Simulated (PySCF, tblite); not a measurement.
# methyl phenyl sulfoxide (C7H8OS): a rotation path, then NMR shifts on frames, part 2 of 2

tblite 0.8.0 and PySCF 2.14.0. Atoms count from 0.

**5. Shielding tensors: image 4, PBE0/pcSseg-1**

Job settings and geometry (Å):

```
{"job": {"kind": "nmr", "xc": "PBE0", "basis": "pcSseg-1", "pop": false}, "charge": 0, "multiplicity": 1}
C      2.800400    -0.280800    -0.211700
S      1.732200     1.192600    -0.539100
O      1.954200     2.097200     0.591700
C      0.089300     0.412500    -0.231500
C     -0.118700    -0.839800     0.317700
C     -1.411400    -1.299700     0.519400
C     -2.495500    -0.513000     0.173900
C     -2.288300     0.742300    -0.373700
C     -0.998300     1.201300    -0.578700
H      3.825700     0.026900    -0.393100
H      2.522500    -1.071900    -0.898400
H      2.697500    -0.583500     0.824500
H      0.708100    -1.469000     0.603300
H     -1.566100    -2.274900     0.956800
H     -3.499800    -0.875400     0.337800
H     -3.130400     1.365200    -0.636200
H     -0.828400     2.181900    -0.997800
```

Method: GIAO PBE0/pcSseg-1 NMR shielding, non-relativistic, gas phase.

What it wrote:

```text
coarse grid: 15272 points
cycle   1  E = -744.0735124774  dE =  1.768e+00  |g| = 9.171e-01  |ddm| = 4.243e+00
cycle   2  E = -743.2558892806  dE =  8.176e-01  |g| = 2.171e+00  |ddm| = 4.340e+00
cycle   3  E = -744.2269092873  dE = -9.710e-01  |g| = 2.515e-01  |ddm| = 3.744e+00
cycle   4  E = -744.2400272766  dE = -1.312e-02  |g| = 1.182e-01  |ddm| = 4.455e-01
cycle   5  E = -744.2432635701  dE = -3.236e-03  |g| = 3.139e-02  |ddm| = 1.615e-01
cycle   6  E = -744.2434858188  dE = -2.222e-04  |g| = 1.199e-02  |ddm| = 4.241e-02
cycle   7  E = -744.2435244299  dE = -3.861e-05  |g| = 2.643e-03  |ddm| = 1.486e-02
cycle   8  E = -744.2435262277  dE = -1.798e-06  |g| = 6.008e-04  |ddm| = 4.648e-03
final grid: 144392 points
cycle   9  E = -744.3100775504  dE = -3.084e-05  |g| = 1.123e-02  |ddm| = 5.409e-02
cycle  10  E = -744.3100356826  dE =  4.187e-05  |g| = 1.788e-02  |ddm| = 3.301e-02
cycle  11  E = -744.3101052870  dE = -6.960e-05  |g| = 3.396e-03  |ddm| = 2.342e-02
cycle  12  E = -744.3101075885  dE = -2.302e-06  |g| = 2.933e-04  |ddm| = 3.499e-03
cycle  13  E = -744.3101076054  dE = -1.683e-08  |g| = 1.613e-04  |ddm| = 6.024e-04
cycle  14  E = -744.3101076118  dE = -6.394e-09  |g| = 5.828e-05  |ddm| = 2.326e-04
cycle  15  E = -744.3101076126  dE = -8.561e-10  |g| = 1.316e-05  |ddm| = 7.358e-05
converged SCF energy = -744.3101076126

GIAO shielding tensors (ppm)
atom      isotropic    diamagn.    paramagn.     s11        s22        s33       span
  0 C      144.453     255.869    -111.416    114.511    136.216    182.632     68.121
  1 S      171.090    1051.900    -880.810    -10.590    102.181    421.679    432.269
  2 O      256.483     395.226    -138.744     34.779    257.745    476.924    442.145
  3 C       29.798     266.980    -237.182    -49.193    -10.956    149.542    198.735
  4 C       60.100     253.188    -193.087    -38.641     37.627    181.314    219.955
  5 C       52.421     253.284    -200.863    -57.210     37.691    176.782    233.991
  6 C       50.906     254.167    -203.262    -60.413     33.818    179.312    239.725
  7 C       51.709     253.849    -202.139    -58.313     36.186    177.256    235.569
  8 C       49.761     250.812    -201.052    -53.568     30.013    172.837    226.405
  9 H       28.724      28.025       0.698     25.338     27.132     33.702      8.364
 10 H       29.534      31.917      -2.384     25.163     28.319     35.119      9.955
 11 H       28.693      32.236      -3.543     24.870     28.866     32.344      7.473
 12 H       23.800      34.989     -11.189     19.056     22.550     29.794     10.738
 13 H       23.905      30.890      -6.985     20.279     24.335     27.101      6.822
 14 H       23.933      29.547      -5.615     20.627     24.487     26.684      6.058
 15 H       23.837      29.623      -5.787     20.349     24.301     26.860      6.510
 16 H       23.647      31.539      -7.892     19.791     22.820     28.331      8.540
```

Wall time 29 s (1 thread of Arm Neoverse V1, shared host); peak memory 0.89 GiB.

In short: δ C3 157.1, C8 137.2, C6 136.0, C7 135.2, H16 8.07, H12 7.92 ppm.

**6. Nuclear shieldings: image 6, PBE0/pcSseg-1**

Job settings and geometry (Å):

```
{"job": {"kind": "nmr", "xc": "PBE0", "basis": "pcSseg-1", "pop": false}, "charge": 0, "multiplicity": 1}
C      2.650900    -0.212000    -0.580600
S      1.762200     1.313100    -0.021800
O      2.152700     1.497100     1.376400
C      0.105100     0.526900     0.011700
C     -0.130600    -0.607600     0.766800
C     -1.394900    -1.171400     0.783500
C     -2.428000    -0.575100     0.079400
C     -2.199600     0.587300    -0.638200
C     -0.927200     1.134600    -0.682100
H      3.706400     0.030100    -0.651700
H      2.261500    -0.507500    -1.547400
H      2.509300    -0.997800     0.152400
H      0.665000    -1.037700     1.355600
H     -1.572900    -2.070400     1.354100
H     -3.416600    -1.009600     0.103600
H     -3.013400     1.073000    -1.156100
H     -0.736900     2.039000    -1.240700
```

With the program's defaults for keys left out, this is: GIAO PBE0/pcSseg-1 NMR shielding, non-relativistic, gas phase.

What it wrote:

```text
coarse grid: 15272 points
cycle   1  E = -744.0810891912  dE =  1.773e+00  |g| = 9.105e-01  |ddm| = 4.232e+00
cycle   2  E = -743.3060881796  dE =  7.750e-01  |g| = 2.125e+00  |ddm| = 4.552e+00
cycle   3  E = -744.2311664309  dE = -9.251e-01  |g| = 2.555e-01  |ddm| = 3.904e+00
cycle   4  E = -744.2450616204  dE = -1.390e-02  |g| = 1.128e-01  |ddm| = 4.534e-01
cycle   5  E = -744.2480120808  dE = -2.950e-03  |g| = 2.893e-02  |ddm| = 1.618e-01
cycle   6  E = -744.2481929222  dE = -1.808e-04  |g| = 1.188e-02  |ddm| = 4.019e-02
cycle   7  E = -744.2482307234  dE = -3.780e-05  |g| = 2.505e-03  |ddm| = 1.473e-02
cycle   8  E = -744.2482323777  dE = -1.654e-06  |g| = 5.019e-04  |ddm| = 4.183e-03
final grid: 144392 points
cycle   9  E = -744.3143162926  dE = -2.409e-05  |g| = 1.135e-02  |ddm| = 4.477e-02
cycle  10  E = -744.3142693877  dE =  4.690e-05  |g| = 1.865e-02  |ddm| = 3.595e-02
cycle  11  E = -744.3143446086  dE = -7.522e-05  |g| = 3.311e-03  |ddm| = 2.569e-02
cycle  12  E = -744.3143468086  dE = -2.200e-06  |g| = 2.866e-04  |ddm| = 3.522e-03
cycle  13  E = -744.3143468230  dE = -1.440e-08  |g| = 1.787e-04  |ddm| = 5.650e-04
cycle  14  E = -744.3143468314  dE = -8.425e-09  |g| = 4.882e-05  |ddm| = 2.409e-04
cycle  15  E = -744.3143468320  dE = -5.900e-10  |g| = 1.177e-05  |ddm| = 6.264e-05
converged SCF energy = -744.3143468320

GIAO shielding tensors (ppm)
atom      isotropic    diamagn.    paramagn.     s11        s22        s33       span
  0 C      136.798     254.795    -117.998    107.906    122.826    179.662     71.756
  1 S      180.321    1052.189    -871.868      9.035    102.829    429.098    420.063
  2 O      258.174     395.980    -137.806     43.775    276.250    454.498    410.724
  3 C       27.136     268.050    -240.914    -49.338    -14.703    145.450    194.788
  4 C       56.303     252.730    -196.427    -48.821     29.671    188.059    236.880
  5 C       51.274     253.885    -202.611    -59.174     35.448    177.547    236.721
  6 C       50.069     253.939    -203.870    -60.912     32.574    178.545    239.457
  7 C       53.077     253.916    -200.839    -54.504     36.557    177.179    231.682
  8 C       54.516     250.199    -195.683    -47.173     39.943    170.777    217.950
  9 H       28.978      28.427       0.551     25.583     27.088     34.262      8.678
 10 H       30.104      31.334      -1.230     26.593     28.397     35.322      8.728
 11 H       28.850      32.519      -3.669     24.966     29.774     31.810      6.843
 12 H       23.279      33.352     -10.072     19.617     21.475     28.745      9.128
 13 H       23.765      30.859      -7.095     20.193     24.055     27.046      6.853
 14 H       23.905      29.632      -5.727     20.578     24.464     26.673      6.095
 15 H       24.002      29.742      -5.740     20.467     24.698     26.841      6.375
 16 H       23.919      31.799      -7.880     20.201     23.539     28.018      7.817
```

Wall time 29 s (1 thread of Arm Neoverse V1, shared host); peak memory 0.91 GiB.

This run: δ C3 159.8, C6 136.9, C5 135.7, C7 133.8, H12 8.44, H13 7.95 ppm.

**7. Nuclear shieldings: image 8, PBE0/pcSseg-1**

Job settings and geometry (Å):

```
{"job": {"kind": "nmr", "xc": "PBE0", "basis": "pcSseg-1", "pop": false}, "charge": 0, "multiplicity": 1}
C      2.505600     0.083800    -0.904200
S      1.814400     1.176000     0.425900
O      2.352900     0.661400     1.684600
C      0.137600     0.470400     0.272700
C     -0.273700    -0.485000     1.181400
C     -1.543200    -1.026200     1.073600
C     -2.389700    -0.600800     0.062800
C     -1.974400     0.369300    -0.836400
C     -0.705800     0.913400    -0.730700
H      3.571200     0.279000    -0.967400
H      2.019200     0.329500    -1.840800
H      2.333500    -0.952700    -0.635700
H      0.409900    -0.785500     1.962300
H     -1.871200    -1.777000     1.776900
H     -3.380400    -1.022100    -0.023000
H     -2.641200     0.703100    -1.617500
H     -0.371500     1.675200    -1.419700
```

Level: GIAO PBE0/pcSseg-1 NMR shielding, non-relativistic, gas phase.

What it wrote:

```text
coarse grid: 15272 points
cycle   1  E = -744.0896017249  dE =  1.777e+00  |g| = 9.023e-01  |ddm| = 4.220e+00
cycle   2  E = -743.3812363295  dE =  7.084e-01  |g| = 2.059e+00  |ddm| = 4.578e+00
cycle   3  E = -744.2372931205  dE = -8.561e-01  |g| = 2.496e-01  |ddm| = 3.878e+00
cycle   4  E = -744.2504631927  dE = -1.317e-02  |g| = 1.103e-01  |ddm| = 4.410e-01
cycle   5  E = -744.2532747878  dE = -2.812e-03  |g| = 3.162e-02  |ddm| = 1.476e-01
cycle   6  E = -744.2535086235  dE = -2.338e-04  |g| = 1.053e-02  |ddm| = 3.830e-02
cycle   7  E = -744.2535384834  dE = -2.986e-05  |g| = 2.327e-03  |ddm| = 1.365e-02
cycle   8  E = -744.2535398615  dE = -1.378e-06  |g| = 5.369e-04  |ddm| = 3.743e-03
final grid: 144392 points
cycle   9  E = -744.3192115320  dE = -2.491e-05  |g| = 1.078e-02  |ddm| = 4.663e-02
cycle  10  E = -744.3191730843  dE =  3.845e-05  |g| = 1.710e-02  |ddm| = 3.353e-02
cycle  11  E = -744.3192369825  dE = -6.390e-05  |g| = 3.224e-03  |ddm| = 2.408e-02
cycle  12  E = -744.3192390742  dE = -2.092e-06  |g| = 2.947e-04  |ddm| = 3.761e-03
cycle  13  E = -744.3192390911  dE = -1.691e-08  |g| = 1.636e-04  |ddm| = 5.374e-04
cycle  14  E = -744.3192390981  dE = -7.015e-09  |g| = 4.526e-05  |ddm| = 2.092e-04
cycle  15  E = -744.3192390986  dE = -5.025e-10  |g| = 1.121e-05  |ddm| = 5.759e-05
converged SCF energy = -744.3192390986

GIAO shielding tensors (ppm)
atom      isotropic    diamagn.    paramagn.     s11        s22        s33       span
  0 C      133.563     253.764    -120.201     98.649    122.126    179.915     81.266
  1 S      196.848    1052.768    -855.920     46.762     99.331    444.451    397.690
  2 O      296.764     397.312    -100.548     95.468    313.533    481.291    385.822
  3 C       26.520     267.330    -240.810    -49.528     -6.021    135.109    184.637
  4 C       59.227     250.003    -190.775    -50.435     28.282    199.835    250.269
  5 C       51.322     254.205    -202.883    -58.872     34.475    178.363    237.234
  6 C       51.307     253.836    -202.528    -58.447     34.566    177.803    236.250
  7 C       53.740     253.800    -200.060    -54.338     37.611    177.947    232.285
  8 C       58.567     252.313    -193.746    -44.221     42.222    177.700    221.921
  9 H       29.042      28.506       0.536     25.822     26.446     34.857      9.035
 10 H       29.972      31.486      -1.514     25.764     29.302     34.849      9.085
 11 H       29.405      31.702      -2.297     26.338     29.056     32.819      6.481
 12 H       23.281      32.894      -9.612     18.841     22.075     28.928     10.087
 13 H       23.710      30.484      -6.774     20.034     24.251     26.846      6.812
 14 H       23.987      29.693      -5.706     20.553     24.675     26.733      6.180
 15 H       24.060      30.200      -6.140     20.467     24.749     26.965      6.498
 16 H       24.390      32.405      -8.015     20.641     23.518     29.011      8.370
```

It took 30 s on 1 thread of Arm Neoverse V1, shared host; peak memory 0.91 GiB.

This run: δ C3 160.4, C6 135.6, C5 135.6, C7 133.2, H12 8.44, H13 8.01 ppm.

**8. Side by side: NMR shifts**

Shifts (ppm) of some atoms, chosen among heavy atoms and hydrogens apart, with basis size and wall time:

```
  frame     C3     C8    C0   H16   H12   S1    O2  functions  time
image 0  160.3  127.7  53.3  8.43  7.32  307  39.0        200  30 s
image 2  162.4  132.2  47.0  8.20  7.36  332  46.1        200  29 s
image 4  157.1  137.2  42.5  8.07  7.92  333  79.6        200  29 s
image 6  159.8  132.4  50.1  7.80  8.44  323  77.9        200  29 s
image 8  160.4  128.4  53.4  7.33  8.44  307  39.3        200  30 s
```

**9. Summary of results**

The summary covers parts 1 to 2.

| quantity | value |
| --- | --- |
| barrier | 0.183 eV (4.2 kcal/mol) at image 4 |
| end to end (GFN2-xTB) | 0.000 eV |
| 13C shifts against TMS (PBE0/pcSseg-1, image 0) | 160.3, 135.6, 135.6, 133.2, 128.4, 127.7, 53.3 ppm |
| 1H shifts against TMS (PBE0/pcSseg-1, image 0) | 8.43, 8.01, 7.73, 7.66, 7.32, 2.68, 2.32, 1.75 ppm |
| 33S shifts against CS2 (PBE0/pcSseg-1, image 0) | 307 ppm |
| 17O shifts against H2O (PBE0/pcSseg-1, image 0) | 39.0 ppm |
| range of the shift of O2 | 39.0 to 79.6 ppm |

**Reading.** Along the band the dihedral turns by 180°, and the top (dihedral 10°) lies 4.2 kcal/mol above the start (GFN2-xTB, rough), so at room temperature this motion is fast. The top was not checked by a frequency run. Shifts at one fixed geometry are not the observed spectrum, which averages over the motion. NICS(1)zz of -29 ppm above the planar ring from C3 marks a diatropic (aromatic) ring current. In ppm, O2 moves most: its shift spreads over 40.6 ppm, from 39.0 (image 0) to 79.6 (image 4).
